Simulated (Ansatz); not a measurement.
**CH4F2SSi: one species, many methods**

One table from this session's results is given with a row withheld; the runs are named, their logs left out.

Program: Ansatz 0.2.0, Gaussian basis. Level of theory: functionals in def2-TZVPP, the program's frozen cores in correlated methods. These are calculated values, not measurements.

Plan: LDA (SPW92), PBE-D4, revPBE-D4, BLYP-D4, r2SCAN-D4, B97M-V, PBE0-D4, B3LYP-D4, r2SCANh-D4, r2SCAN0-D4, HSE06-D4, BHLYP-D4, CAM-B3LYP-D4, LC-ωPBE, ωB97X-V, ωB97M-V, B2PLYP, PBE-QIDH; CCSD(T)/def2-SVP; CCSD(T)/def2-TZVPP; MP2/def2-QZVPP; extrapolation to the limit; RPA on PBE.

### The geometry

All runs share one geometry, relaxed beforehand with PBE0-D4 in a triple-zeta def2 set.

9 atoms, charge 0, spin multiplicity 1.

Atoms are counted from 1 here; the program's logs count them from 0.

Bond lengths: F1–C2 1.391 Å, C2–Si3 1.886 Å, C2–H6 1.095 Å, C2–H7 1.095 Å, Si3–F4 1.598 Å, Si3–S5 2.111 Å, Si3–H8 1.480 Å, S5–H9 1.346 Å. Angles: F1–C2–Si3 110.4°, F1–C2–H6 108.1°, F1–C2–H7 108.3°, Si3–C2–H6 111.2°, Si3–C2–H7 110.5°, H6–C2–H7 108.2°, C2–Si3–F4 107.8°, C2–Si3–S5 109.6°, C2–Si3–H8 111.5°, F4–Si3–S5 112.1°, F4–Si3–H8 107.5°, S5–Si3–H8 108.4°, Si3–S5–H9 92.4°.

The first run:

Contents of in.yaml:

```yaml
crystal:
  periodic: [false, false, false]
  atoms:
    - {symbol: F, position_ang: [1.218530, -0.961854, 1.005416]}
    - {symbol: C, position_ang: [1.134739, -0.084832, -0.071610]}
    - {symbol: Si, position_ang: [-0.667758, 0.198881, -0.549799]}
    - {symbol: F, position_ang: [-1.165290, -1.083681, -1.362246]}
    - {symbol: S, position_ang: [-1.817987, 0.532325, 1.189180]}
    - {symbol: H, position_ang: [1.703191, -0.512536, -0.904360]}
    - {symbol: H, position_ang: [1.607913, 0.859927, 0.216550]}
    - {symbol: H, position_ang: [-0.814003, 1.373622, -1.437766]}
    - {symbol: H, position_ang: [-1.110933, -0.367954, 1.897534]}
basis:
  gaussian: {orbitals: def2-TZVPP}
hamiltonian: {xc: lda}
output: {orbitals: {seedname: orbitals}}
```

Steps of the session up to this table: LDA; PBE-D4 (GGA); revPBE-D4 (GGA); BLYP-D4 (GGA); r2SCAN-D4 (meta-GGA); B97M-V (meta-GGA); PBE0-D4 (hybrid); B3LYP-D4 (hybrid); r2SCANh-D4 (hybrid); r2SCAN0-D4 (hybrid); HSE06-D4 (hybrid); BHLYP-D4 (hybrid); CAM-B3LYP-D4 (range-separated); LC-ωPBE (range-separated); ωB97X-V (range-separated); ωB97M-V (range-separated); B2PLYP (double hybrid); PBE-QIDH (double hybrid).

One table of the session follows, with a row left open; its other results are not shown here.

It belongs to the step «Orbital energies across the functionals». 

| functional | HOMO (eV) | gap (eV) |
| --- | --- | --- |
| LDA (SPW92) | -6.87 | 5.68 |
| PBE-D4 | -6.73 | 5.83 |
| revPBE-D4 | ? | ? |
| BLYP-D4 | -6.56 | 5.75 |
| r2SCAN-D4 | -7.03 | 6.52 |
| B97M-V | -7.12 | 6.45 |
| PBE0-D4 | -8.00 | 8.02 |
| B3LYP-D4 | -7.73 | 7.49 |
| r2SCANh-D4 | -7.50 | 7.30 |
| r2SCAN0-D4 | -8.19 | 8.45 |
| HSE06-D4 | -7.59 | 7.24 |
| BHLYP-D4 | -9.10 | 10.00 |
| CAM-B3LYP-D4 | -9.33 | 10.35 |
| LC-ωPBE | -10.77 | 13.06 |
| ωB97X-V | -10.39 | 12.50 |
| ωB97M-V | -10.22 | 12.03 |

Estimate the missing values for revPBE-D4.

As computed: HOMO (eV): -6.68; gap (eV): 5.90. In the column «HOMO (eV)» it lies between PBE-D4 (-6.73) and BLYP-D4 (-6.56).
